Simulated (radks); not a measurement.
# Hg²⁺ in [Kr] 4d10 4f14 5s1 5p6 5d10 6p1: an all-electron calculation

What are the levels of the mercury ion Hg2+, how large are its shells, and how does its energy divide?

The numbers are computed with radks (a radial shooting solver on a logarithmic mesh, Libxc functionals) version 1 (scalar-relativistic Kohn-Sham, PBE, spin-unpolarised, spherical densities, point nucleus), except any that are marked as measured or tabulated.

## (1) What is computed

* element: mercury (Z = 80)
* charge: +2
* electrons: 78
* configuration: [Kr] 4d10 4f14 5s1 5p6 5d10 6p1

Outer shells as boxes (Hund's rule):

Hg²⁺
```
[Kr] core
4d [↑↓][↑↓][↑↓][↑↓][↑↓]
4f [↑↓][↑↓][↑↓][↑↓][↑↓][↑↓][↑↓]
5s [↑ ]
5p [↑↓][↑↓][↑↓]
5d [↑↓][↑↓][↑↓][↑↓][↑↓]
6p [↑ ][  ][  ]
```

## (2) Self-consistent calculation

The run's settings:

```text
Z 80
configuration [Kr] 4d10 4f14 5s1 5p6 5d10 6p1 6s0 5f0 6d0 7p0
relativity scalar-relativistic
functional pbe,pbe
spin unpolarised
nucleus point
c 137.035999084
```

Run with:

```sh
python run_ks.py task.json out
```

This one command runs every case of the session in turn.

Q: Predict the outcome of this run.

The runs gave:

```
                        quantity                value
                    total energy  -19617.0069 hartree
exchange-correlation share of it               1.88 %
                            −T/E               1.1229
          highest occupied level       6p, -16.774 eV
    most extended occupied level  6p, <r> = 2.90 bohr
 radius at density 0.001 e/bohr³            3.98 bohr
    maxima of the radial density                    4
```

What this shows: The radial density shows 4 maxima for 6 occupied principal shells; where shells overlap, one shows as a shoulder or not at all. Relativity lifts −T/E to 1.123. This is not the tabulated ground configuration, so its levels and sizes aren't those of the ground state, and no measured value stands beside it.
